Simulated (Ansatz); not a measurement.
# C4H4F4: how energies converge with the basis set

How large a basis does C4H4F4 need? Two functionals are run in growing sets.

The runs use Ansatz 0.2.0, Gaussian basis; one geometry, several basis sets.

Levels to be run: PBE0-D4/def2-SVP; ωB97M-V/def2-SVP; PBE0-D4/def2-QZVPP; ωB97M-V/def2-QZVPP; the functionals' def2-TZVPP values are taken from earlier runs.

## Step 1: The relaxed structure

An earlier PBE0-D4 in a triple-zeta def2 set relaxation fixed the geometry.

SMILES `FC/C=C\C(F)(F)F`, 12 atoms, charge 0, spin multiplicity 1.

Atoms are counted from 1 here; the program's logs count them from 0.

Bond lengths: F1–C2 1.368 Å, C2–C3 1.484 Å, C2–H9 1.098 Å, C2–H10 1.098 Å, C3–C4 1.325 Å, C3–H11 1.088 Å, C4–C5 1.500 Å, C4–H12 1.083 Å, C5–F6 1.337 Å, C5–F7 1.337 Å, C5–F8 1.345 Å. Angles: F1–C2–C3 114.3°, F1–C2–H9 108.3°, F1–C2–H10 108.3°, C3–C2–H9 109.1°, C3–C2–H10 109.1°, H9–C2–H10 107.5°, C2–C3–C4 131.1°, C2–C3–H11 112.2°, C4–C3–H11 116.7°, C3–C4–C5 128.0°, C3–C4–H12 119.0°, C5–C4–H12 113.0°, C4–C5–F6 113.2°, C4–C5–F7 113.2°, C4–C5–F8 108.9°, F6–C5–F7 107.7°, F6–C5–F8 106.8°, F7–C5–F8 106.8°.

## Step 2: PBE0-D4 in def2-SVP

File in.yaml:

```yaml
crystal:
  periodic: [false, false, false]
  atoms:
    - {symbol: F, position_ang: [-0.062215, 1.789126, -0.640460]}
    - {symbol: C, position_ang: [1.134577, 1.175244, -0.393606]}
    - {symbol: C, position_ang: [1.015182, -0.218900, 0.100360]}
    - {symbol: C, position_ang: [-0.049874, -0.968968, 0.344828]}
    - {symbol: C, position_ang: [-1.495764, -0.601622, 0.183812]}
    - {symbol: F, position_ang: [-1.824854, -0.301584, -1.076660]}
    - {symbol: F, position_ang: [-1.866555, 0.425140, 0.955343]}
    - {symbol: F, position_ang: [-2.255667, -1.651278, 0.543581]}
    - {symbol: H, position_ang: [1.721667, 1.178878, -1.320917]}
    - {symbol: H, position_ang: [1.682559, 1.772843, 0.346154]}
    - {symbol: H, position_ang: [1.986207, -0.674554, 0.283377]}
    - {symbol: H, position_ang: [0.091638, -1.979526, 0.708088]}
basis:
  gaussian: {orbitals: def2-SVP}
hamiltonian: {xc: pbe0, dispersion: d4}
output: {orbitals: {seedname: orbitals}}
```

Command:

```
$ ansatz run in.yaml --threads 4 --pin off --events-out ev --progress --plain --max-ram 11315MiB
```

Further steps of the session: ωB97M-V in def2-SVP; PBE0-D4 in def2-QZVPP; ωB97M-V in def2-QZVPP.

Before running them: what should the planned runs give, taken together? Wanted: PBE0-D4: double and triple zeta above quadruple; ωB97M-V: double and triple zeta above quadruple.

As calculated:

| quantity | value |
| --- | --- |
| PBE0-D4: double and triple zeta above quadruple | 18.60, 0.76 eV |
| ωB97M-V: double and triple zeta above quadruple | 19.00, 0.72 eV |

For PBE0-D4 the step from double to triple zeta gains 17.83 eV and the next only 0.76 eV. These are total energies; as a rule much of such shifts cancels in differences, which this series doesn't test.
